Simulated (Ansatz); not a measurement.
**CH₅ClSSn: taking an electron away**

The task here is to estimate one member of a computed series from the others.

Program: Ansatz 0.2.0, Gaussian basis. Level of theory: unrestricted cation, the program's frozen cores in correlated methods. These are calculated values, not measurements.

Plan: UKS PBE-D4/def2-TZVPP; UKS r2SCAN-D4/def2-TZVPP; UKS PBE0-D4/def2-TZVPP; UKS B3LYP-D4/def2-TZVPP; UKS wB97X-V/def2-TZVPP; UKS wB97M-V/def2-TZVPP; UKS B2PLYP/def2-TZVPP; UHF-CCSD(T)/def2-TZVPP; UHF-MP2/def2-QZVPP; extrapolation to the limit; then −ε(HOMO) from the neutral's earlier runs with LDA (SPW92), PBE-D4, revPBE-D4, BLYP-D4, r2SCAN-D4, B97M-V, PBE0-D4, B3LYP-D4, r2SCANh-D4, r2SCAN0-D4, HSE06-D4, BHLYP-D4, CAM-B3LYP-D4, LC-ωPBE, ωB97X-V, ωB97M-V.

### The relaxed structure

The geometry comes from an earlier relaxation with PBE0-D4 in a triple-zeta def2 set; it is a stationary point, not always the lowest conformer. Sn takes the def2 core potential; no spin-orbit term is included.

SMILES `C[S][SnH2][Cl]`, 9 atoms, charge 0, spin multiplicity 1.

Atoms are counted from 1 here; the program's logs count them from 0.

Bond lengths: C1–S2 1.818 Å, C1–H5 1.089 Å, C1–H6 1.090 Å, C1–H7 1.090 Å, S2–Sn3 2.374 Å, Sn3–Cl4 2.340 Å, Sn3–H8 1.698 Å, Sn3–H9 1.704 Å. Angles: S2–C1–H5 111.0°, S2–C1–H6 111.6°, S2–C1–H7 106.2°, H5–C1–H6 110.2°, H5–C1–H7 108.9°, H6–C1–H7 108.8°, C1–S2–Sn3 99.2°, S2–Sn3–Cl4 107.1°, S2–Sn3–H8 109.8°, S2–Sn3–H9 111.6°, Cl4–Sn3–H8 107.8°, Cl4–Sn3–H9 104.1°, H8–Sn3–H9 115.9°.

Set-up of the first run:

Input file in.yaml:

```yaml
crystal:
  periodic: [false, false, false]
  atoms:
    - {symbol: C, position_ang: [-0.021298, 1.370980, -0.867942]}
    - {symbol: S, position_ang: [1.368306, 0.253962, -0.511116]}
    - {symbol: Sn, position_ang: [0.266773, -1.276864, 0.931154]}
    - {symbol: Cl, position_ang: [-1.504286, -2.211087, -0.279848]}
    - {symbol: H, position_ang: [-0.840882, 0.834619, -1.344838]}
    - {symbol: H, position_ang: [-0.373289, 1.872919, 0.033190]}
    - {symbol: H, position_ang: [0.360652, 2.120700, -1.560631]}
    - {symbol: H, position_ang: [1.326889, -2.533906, 1.354183]}
    - {symbol: H, position_ang: [-0.494465, -0.477626, 2.228747]}
basis:
  gaussian: {orbitals: def2-TZVPP}
total_charge: 1
magnetization: {spin_polarized: true, initial_magnetization: 1}
hamiltonian: {xc: pbe, dispersion: d4}
```

Launch:

```console
$ ansatz run in.yaml --threads 2 --pin off --events-out ev --progress --plain --max-ram 32768MiB --backend cpu
```

Steps of the session up to this table: Cation, UKS PBE-D4/def2-TZVPP; Cation, UKS r2SCAN-D4/def2-TZVPP; Cation, UKS PBE0-D4/def2-TZVPP; Cation, UKS B3LYP-D4/def2-TZVPP; Cation, UKS wB97X-V/def2-TZVPP; Cation, UKS wB97M-V/def2-TZVPP; Cation, UKS B2PLYP (frozen core)/def2-TZVPP; Cation, UHF-CCSD(T)/def2-TZVPP; Cation, UHF-MP2/def2-QZVPP.

One table of the session follows, with a row left open; its other results are not shown here.

For comparison, −ε(HOMO) of the neutral from earlier runs:

```
  functional  −ε(HOMO) (eV)
 LDA (SPW92)           6.06
      PBE-D4           5.96
   revPBE-D4           5.92
     BLYP-D4           5.81
   r2SCAN-D4           6.22
      B97M-V           6.33
     PBE0-D4           7.17
    B3LYP-D4           6.93
  r2SCANh-D4           6.67
  r2SCAN0-D4           7.34
    HSE06-D4           6.77
    BHLYP-D4           8.25
CAM-B3LYP-D4           8.48
     LC-ωPBE           9.87
     ωB97X-V              ?
     ωB97M-V           9.35
```

Q: Estimate the row for ωB97X-V from the others.

The run gave: −ε(HOMO) (eV): 9.52. In the column «−ε(HOMO) (eV)» it lies between ωB97M-V (9.35) and LC-ωPBE (9.87).
